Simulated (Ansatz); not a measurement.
**BrH3OSiSn: one species, many methods**

The task here is to estimate one member of a computed series from the others.

Program: Ansatz 0.2.0, Gaussian basis. Level of theory: functionals in def2-TZVPP, the program's frozen cores in correlated methods. These are calculated values, not measurements.

Plan: LDA (SPW92), PBE-D4, revPBE-D4, BLYP-D4, r2SCAN-D4, B97M-V, PBE0-D4, B3LYP-D4, r2SCANh-D4, r2SCAN0-D4, HSE06-D4, BHLYP-D4, CAM-B3LYP-D4, LC-ωPBE, ωB97X-V, ωB97M-V, B2PLYP, PBE-QIDH; CCSD(T)/def2-SVP; CCSD(T)/def2-TZVPP; MP2/def2-QZVPP; extrapolation to the limit; RPA on PBE.

### Structure used throughout

The geometry comes from an earlier relaxation with PBE0-D4 in a triple-zeta def2 set; it is a stationary point, not always the lowest conformer. Sn takes the def2 core potential; no spin-orbit term is included.

SMILES `[SiH3][O][Sn][Br]`, 7 atoms, charge 0, spin multiplicity 1.

Atoms are counted from 1 here; the program's logs count them from 0.

Bond lengths: Si1–O2 1.642 Å, Si1–H5 1.487 Å, Si1–H6 1.487 Å, Si1–H7 1.487 Å, O2–Sn3 1.964 Å, Sn3–Br4 2.536 Å. Angles: O2–Si1–H5 111.0°, O2–Si1–H6 108.3°, O2–Si1–H7 111.0°, H5–Si1–H6 108.9°, H5–Si1–H7 108.8°, H6–Si1–H7 108.8°, Si1–O2–Sn3 140.4°, O2–Sn3–Br4 97.5°.

The first run:

File in.yaml:

```yaml
crystal:
  periodic: [false, false, false]
  atoms:
    - {symbol: Si, position_ang: [0.097084, 0.951333, 0.156620]}
    - {symbol: O, position_ang: [-0.001104, -0.428710, 1.041668]}
    - {symbol: Sn, position_ang: [-0.176769, -2.370208, 0.803370]}
    - {symbol: Br, position_ang: [-0.244512, -2.388211, -1.731901]}
    - {symbol: H, position_ang: [-1.121244, 1.139534, -0.675599]}
    - {symbol: H, position_ang: [0.220074, 2.098270, 1.094590]}
    - {symbol: H, position_ang: [1.287772, 0.929992, -0.734449]}
basis:
  gaussian: {orbitals: def2-TZVPP}
hamiltonian: {xc: lda}
output: {orbitals: {seedname: orbitals}}
```

Started as:

```sh
$ ansatz run in.yaml --threads 4 --pin off --events-out ev --progress --plain --max-ram 10444MiB
```

Among the steps run: LDA; PBE-D4 (GGA); revPBE-D4 (GGA); BLYP-D4 (GGA); r2SCAN-D4 (meta-GGA); B97M-V (meta-GGA); PBE0-D4 (hybrid); B3LYP-D4 (hybrid); r2SCANh-D4 (hybrid); r2SCAN0-D4 (hybrid); HSE06-D4 (hybrid); BHLYP-D4 (hybrid); CAM-B3LYP-D4 (range-separated); LC-ωPBE (range-separated); ωB97X-V (range-separated); ωB97M-V (range-separated); B2PLYP (double hybrid); PBE-QIDH (double hybrid).

One table of the session follows, with a row left open; its other results are not shown here.

It belongs to the step «Frontier levels by functional». 

| functional | HOMO (eV) | LUMO (eV) | gap (eV) |
| --- | --- | --- | --- |
| LDA (SPW92) | -7.02 | -3.75 | 3.26 |
| PBE-D4 | -6.82 | -3.50 | 3.32 |
| revPBE-D4 | -6.75 | -3.40 | 3.35 |
| BLYP-D4 | -6.66 | -3.43 | 3.23 |
| r2SCAN-D4 | -7.12 | -3.45 | 3.67 |
| B97M-V | -7.08 | -3.49 | 3.59 |
| PBE0-D4 | -7.91 | -2.84 | 5.06 |
| B3LYP-D4 | -7.71 | -3.07 | 4.64 |
| r2SCANh-D4 | -7.53 | -3.20 | 4.33 |
| r2SCAN0-D4 | -8.12 | -2.82 | 5.30 |
| HSE06-D4 | -7.52 | -3.21 | 4.31 |
| BHLYP-D4 | -8.82 | -2.15 | 6.68 |
| CAM-B3LYP-D4 | ? | ? | ? |
| LC-ωPBE | -10.32 | -0.87 | 9.45 |
| ωB97X-V | -10.03 | -0.97 | 9.06 |
| ωB97M-V | -9.96 | -1.12 | 8.83 |

Estimate the missing values for CAM-B3LYP-D4.

**Answer.** HOMO (eV): -9.12; LUMO (eV): -1.95; gap (eV): 7.18. In the column «HOMO (eV)» it lies between ωB97M-V (-9.96) and BHLYP-D4 (-8.82).
